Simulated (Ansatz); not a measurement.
# CH7BOSSi: up Jacob's ladder to CCSD(T)

The task here is to estimate one member of a computed series from the others.

Method: functionals in def2-TZVPP, the program's frozen cores in correlated methods; program: Ansatz 0.2.0, Gaussian basis.

The runs, in order: PBE-D4, r2SCAN-D4, PBE0-D4, B3LYP-D4, ωB97X-V, ωB97M-V, B2PLYP; CCSD(T)/def2-TZVPP; MP2/def2-QZVPP; extrapolation to the limit.

**The geometry**

The geometry comes from an earlier relaxation with PBE0-D4 in a triple-zeta def2 set; it is a stationary point, not always the lowest conformer.

SMILES `CB[SiH](O)S`, 12 atoms, charge 0, spin multiplicity 1.

Atoms are counted from 1 here; the program's logs count them from 0.

Bond lengths: C1–B2 1.588 Å, C1–H6 1.095 Å, C1–H7 1.095 Å, C1–H8 1.094 Å, B2–Si3 1.949 Å, B2–H9 1.199 Å, Si3–O4 1.641 Å, Si3–S5 2.277 Å, Si3–H10 1.480 Å, O4–H11 0.959 Å, S5–H12 1.343 Å. Angles: B2–C1–H6 108.8°, B2–C1–H7 114.9°, B2–C1–H8 111.7°, H6–C1–H7 106.8°, H6–C1–H8 107.0°, H7–C1–H8 107.2°, C1–B2–Si3 121.1°, C1–B2–H9 120.6°, Si3–B2–H9 116.0°, B2–Si3–O4 126.4°, B2–Si3–S5 60.1°, B2–Si3–H10 127.9°, O4–Si3–S5 112.3°, O4–Si3–H10 105.6°, S5–Si3–H10 105.3°, Si3–O4–H11 116.4°, Si3–S5–H12 94.3°.

Set-up of the first run:

Contents of in.yaml:

```yaml
crystal:
  periodic: [false, false, false]
  atoms:
    - {symbol: C, position_ang: [-1.562697, -0.225883, 0.653604]}
    - {symbol: B, position_ang: [-0.105976, 0.402099, 0.727879]}
    - {symbol: Si, position_ang: [1.367657, -0.350092, -0.302131]}
    - {symbol: O, position_ang: [1.280803, -1.613100, -1.346157]}
    - {symbol: S, position_ang: [0.264873, 1.487228, -1.072593]}
    - {symbol: H, position_ang: [-1.680266, -0.943362, 1.472950]}
    - {symbol: H, position_ang: [-1.785877, -0.764713, -0.273323]}
    - {symbol: H, position_ang: [-2.338557, 0.534303, 0.780016]}
    - {symbol: H, position_ang: [0.201305, 1.128477, 1.631360]}
    - {symbol: H, position_ang: [2.795102, 0.039269, -0.266066]}
    - {symbol: H, position_ang: [0.456550, -2.104074, -1.353893]}
    - {symbol: H, position_ang: [1.183984, 2.354749, -0.617649]}
basis:
  gaussian: {orbitals: def2-TZVPP}
hamiltonian: {xc: pbe, dispersion: d4}
output: {forces: true, orbitals: {seedname: orbitals}}
```

Started as:

```
$ ansatz run in.yaml --threads 4 --pin off --events-out ev --progress --plain --max-ram 10444MiB
```

Among the steps run: PBE-D4 (GGA); r2SCAN-D4 (meta-GGA); PBE0-D4 (hybrid); B3LYP-D4 (hybrid); ωB97X-V (range-separated); ωB97M-V (range-separated); B2PLYP (double hybrid); CCSD(T) in def2-TZVPP; MP2 in def2-QZVPP.

One table of the session follows, with a row left open; its other results are not shown here.

It belongs to the step «Atomisation energies». 

| method | atomisation energy (kJ/mol) |
| --- | --- |
| PBE-D4 | 4327.6 |
| r2SCAN-D4 | 4290.1 |
| PBE0-D4 | ? |
| B3LYP-D4 | 4252.0 |
| ωB97X-V | 4273.3 |
| ωB97M-V | 4280.7 |
| B2PLYP | 4202.7 |
| HF/def2-TZVPP | 3123.5 |
| MP2/def2-TZVPP | 4207.3 |
| CCSD/def2-TZVPP | 4081.6 |
| CCSD(T)/def2-TZVPP | 4145.2 |
| MP2/CBS | 4318.6 |
| CCSD(T)/CBS | 4256.5 |

Estimate the missing values for PBE0-D4.

The run gave: atomisation energy (kJ/mol): 4265.3. In the column «atomisation energy (kJ/mol)» it lies between CCSD(T)/CBS (4256.5) and ωB97X-V (4273.3).

Limits of these values: Free atoms (1 C, 1 B, 1 Si, 1 O, 1 S, 7 H) were run apart at each level; the atomisation energy is their sum less the molecule, without zero-point or spin-orbit terms.
